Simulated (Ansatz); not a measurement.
Run this with the Ansatz DFT code, driven from Python and show what comes out.

The script, `sr2coseo2.py`:
```python
'''Keys set on an Input object, for Sr2CoSeO2.'''

from dataclasses import dataclass

import ansatz as az
import pandas as pd


@dataclass(frozen=True)
class Settings:
    occupations: str = 'fermi_dirac'
    sigma: float = 0.3
    functional: str = 'pbesol'
    dispersion: str = 'd3bjatm'
    kgrid: tuple[int, ...] = (6, 6, 4)


settings = Settings()

crystal = (
    az.Lattice.of((4.04131, 0.0, 0.0), (0.0, 4.04131, 0.0), (0.0, 0.0, 6.942435))
    .atom('Sr', (0.5, 0.5, 0.739598))
    .atom('Sr', (0.5, 0.5, 0.260402))
    .atom('Co', (0.0, 0.0, 0.5))
    .atom('Se', (0.0, 0.0, 0.0))
    .atom('O', (0.0, 0.5, 0.5))
    .atom('O', (0.5, 0.0, 0.5))
    .moments(Co=1.8)
)

calculation = crystal.calculation()
calculation = calculation.basis(18 * az.Ha, xc_grid=2)
calculation = calculation.occupations(settings.occupations, width=settings.sigma).functional(settings.functional, dispersion=settings.dispersion)
calculation = calculation.kpoints(*settings.kgrid, center='monkhorst-pack')
calculation = calculation.spin('collinear')
calculation = calculation.band_table()
typed = calculation.input()
rows = []
for value in [4, 6, 9]:
    edited = typed.set(az.key.basis.ecutrho_ratio, value)
    r = az.Session.from_dict(edited).plan().execute().report
    rows.append((value, r['free_energy_ev'], r['n_iterations'], len(r['eigenvalues_ev'][0]) if 'eigenvalues_ev' in r else 0))
print(pd.DataFrame(rows, columns=['density ratio', 'F eV', 'iterations', 'bands listed']).round(4).to_string(index=False))
print(edited.to_yaml())
```

Output of `python sr2coseo2.py`:
```text
 density ratio        F eV  iterations  bands listed
             4 -18631.1084          17            45
             6 -18631.1084          17            45
             9 -18631.1084          17            45
crystal:
  lattice:
    - [4.04131, 0.0, 0.0]
    - [0.0, 4.04131, 0.0]
    - [0.0, 0.0, 6.942435]
  atoms:
    - { symbol: Sr, position: [0.5, 0.5, 0.739598] }
    - { symbol: Sr, position: [0.5, 0.5, 0.260402] }
    - { symbol: Co, position: [0.0, 0.0, 0.5] }
    - { symbol: Se, position: [0.0, 0.0, 0.0] }
    - { symbol: O, position: [0.0, 0.5, 0.5] }
    - { symbol: O, position: [0.5, 0.0, 0.5] }
basis:
  ecutwfc: 489.804952427784
  xc_grid: 2
  ecutrho_ratio: 9
kpoints:
  mp_grid:
    grid: [6, 6, 4]
    shift: [0.5, 0.5, 0.5]
hamiltonian:
  xc: pbesol
  dispersion: d3bjatm
magnetization:
  spin_polarized: true
  per_species:
    Co: 1.8
scf:
  occupations:
    method: fermi_dirac
    width: 0.3
output:
  eigenvalues: true
```

What to keep in mind:
- The settings weren't tested for convergence.
- The magnetic order follows from the starting moments and needn't be the lowest.
- Dispersion corrections can be off by several per cent in the lattices of metals, and by several GPa in the pressure at a fixed cell.
- For a metal this k-point mesh is coarse: on a finer one energies can move by several to tens of meV an atom and pressures by half a GPa or more, differences at one mesh by less.
- The smearing is wide enough that free energy and stress hold a thermal part of the electrons.
- With one magnetic atom the cell can hold only ferromagnetic order.
- Without a Hubbard U or exact exchange, semilocal functionals often make such 3d compounds metallic or too weakly gapped.
- This cell is a computed structure, which may not be the phase found in nature.
- Run time: 42 s on 1 thread of Arm Neoverse V2 (shared host), peak memory 0.77 GiB.
